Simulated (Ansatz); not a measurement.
# Si3P2: the cost of one run

Computed with Ansatz 0.2.0 (DFT PBE, scalar-relativistic, plane waves, PAW, unless a step's input says otherwise).

### Step 1. The structure to begin with

The structure is hexagonal, space group P-6m2 (No. 187). The conventional cell has a = 3.969 Å, b = 3.969 Å, c = 6.228 Å, α = 90.00°, β = 90.00°, γ = 120.00°. Si (site symmetry 3m) has 1 Si at 1.70 Å as nearest neighbours. Si (site symmetry -6m2) has 2 Si at 2.26 Å and 3 P at 2.29 Å as nearest neighbours. P (site symmetry -6m2) is surrounded by 6 Si at 2.44 Å. P (site symmetry -6m2) has 3 Si at 2.29 Å as nearest neighbours.

Coordinates:

```
Si P
1.0
     3.96933    0.00000    0.00000
    -1.98466    3.43754    0.00000
     0.00000    0.00000    6.22828
Si P
3 2
Direct
  0.00000 0.00000 0.36326
  0.00000 0.00000 0.63674
  0.00000 0.00000 0.00000
  0.66667 0.33333 0.50000
  0.66667 0.33333 0.00000
```

The cell is invented: random cell by space group and Wyckoff sites (P-6m2, No. 187). The dimensions are guesses.

### Step 2. The guess as it stands, on a coarse mesh

File input.yaml:

```yaml
crystal:
  lattice:
    - [3.96932915, 0.0, 0.0]
    - [-1.98466458, 3.43753988, 0.0]
    - [0.0, 0.0, 6.22828429]
  atoms:
    - { symbol: Si, position: [0.0, 0.0, 0.36325903] }
    - { symbol: Si, position: [0.0, 0.0, 0.63674097] }
    - { symbol: Si, position: [0.0, 0.0, 0.0] }
    - { symbol: P, position: [0.66666667, 0.33333333, 0.5] }
    - { symbol: P, position: [0.66666667, 0.33333333, 0.0] }
basis:
  ecutwfc: 420
kpoints:
  mp_grid: { grid: [6, 6, 4] }
hamiltonian:
  xc: pbe
scf:
  occupations: { method: gaussian, width: 0.1 }
  lower_state_search: "off"
output:
  forces: true
  stress: true
  eigenvalues: true
```

Started as:

```
ansatz run input.yaml --threads 1 --pin off --max-ram 2560MiB --backend cpu --events-out ev --progress --plain --runs-dir out
```

**Question.** How long does this run take on 1 thread of AMD EPYC 9R45 (Zen 5), shared host, and how much memory does it need?

About 1.1 s, with a peak of 0.36 GiB.
